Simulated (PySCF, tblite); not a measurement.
# C7H15Ga: geometry, infrared bands and NMR shifts

Wanted: the infrared bands and NMR shifts of C7H15Ga (`CCC/C=[CH]\[Ga]([CH3])[CH3]`), by calculation.

Programs: tblite 0.8.0 and PySCF 2.14.0, with density-fitted response routines of our own. Each step states its level of theory. These are calculated values for one molecule in the gas phase, unless marked as measured. Atoms are numbered from 0 throughout.

### 1 Starting geometry

23 atoms, charge 0, multiplicity 1; geometry from: force field or distance geometry start.

Bonds of the start (Å): C0–C1 1.49, C1–C2 1.54, C2–C3 1.51, C3–C4 1.32, C4–Ga5 1.96, Ga5–C6 2.05, Ga5–C7 2.10, C0–H8 1.12, C0–H9 1.13, C0–H10 1.10, C1–H11 1.11, C1–H12 1.10, C2–H13 1.09, C2–H14 1.12, C3–H15 1.08, C4–H16 1.10, C6–H17 1.10, C6–H18 1.10, C6–H19 1.12, C7–H20 1.11, C7–H21 1.11, C7–H22 1.10.

### 2 Geometry optimisation with GFN2-xTB

Job settings and geometry (Å):

```
{"job": {"kind": "relax", "xc": "GFN2-xTB", "basis": "xTB"}, "charge": 0, "multiplicity": 1}
C     -2.412000     0.878000     0.380500
C     -2.606900    -0.562600     0.037800
C     -1.221900    -1.196900    -0.175700
C     -0.619000    -0.426800    -1.331800
C      0.518900     0.186400    -1.056300
Ga     1.636100     0.351100     0.550000
C      2.645500     2.130500     0.438600
C      2.328400    -1.627300     0.625900
H     -1.689300     0.934300     1.229800
H     -3.413400     1.298300     0.675100
H     -2.061200     1.418400    -0.515900
H     -3.197200    -1.131400     0.788300
H     -3.147500    -0.623000    -0.915900
H     -1.379800    -2.255900    -0.389600
H     -0.637200    -1.014900     0.762700
H     -1.104100    -0.407100    -2.299900
H      0.969900     0.745300    -1.892700
H      2.633800     2.326800    -0.644000
H      1.912600     2.758400     0.961400
H      3.692500     2.230000     0.811500
H      3.254700    -1.806200     1.201900
H      2.390800    -2.054400    -0.393800
H      1.501600    -2.124100     1.162000
```

Launch:

```
OMP_NUM_THREADS=1 python probes_run.py task.json out
```

This one command runs all jobs of the session in turn.

**Question.** This job is followed by: GFN2-xTB harmonic vibrations, gas phase; GIAO PBE0/pcSseg-1 NMR shielding, non-relativistic, gas phase. Predict these results of the whole session: strongest single infrared mode (GFN2-xTB); zero-point energy (GFN2-xTB); 13C shifts against TMS (PBE0/pcSseg-1, means over atoms taken as alike); 1H shifts against TMS (PBE0/pcSseg-1, means over atoms taken as alike); shieldings of Ga (PBE0/pcSseg-1); surface potential, 1st and 99th percentile.

**Answer**, as computed:

| quantity | value |
| --- | --- |
| strongest single infrared mode (GFN2-xTB) | 655 cm⁻¹, 161 km/mol |
| zero-point energy (GFN2-xTB) | 120.3 kcal/mol |
| 13C shifts against TMS (PBE0/pcSseg-1, means over atoms taken as alike) | 154.3, 154.0, 46.0, 23.2, 15.5, 3.6 ppm |
| 1H shifts against TMS (PBE0/pcSseg-1, means over atoms taken as alike) | 6.82, 6.72, 2.26, 1.37, 0.90, 0.50 ppm |
| shieldings of Ga (PBE0/pcSseg-1) | Ga5 1125.3 ppm |
| surface potential, 1st and 99th percentile | -0.74 V and 1.44 V |

The optimisation took 168 steps and gained 1.075 eV; among the close pairs (by a distance rule), C4–Ga5 changed most, from 1.964 to 2.033 Å. No mode is imaginary among the 63: a minimum at this level. The strongest single mode, at 655 cm⁻¹, is spread over several atoms, H21, H19, H17, H20 among them. Unscaled tight-binding wavenumbers are off by several per cent, some by more. Its intensities can rank the bands wrongly. At PBE0/pcSseg-1: The largest span, 354 ppm, is at Ga5, where the paramagnetic term is -1513 ppm. By nearest atom (PBE0/pcSseg-1), the HOMO sits on C3, C4 about 24 % each; C6, C7 about 10 % each and the LUMO on Ga5 46 %; C3 9 %. Spin-orbit coupling is left out, which matters for shieldings and couplings at and beside the heavy atoms.
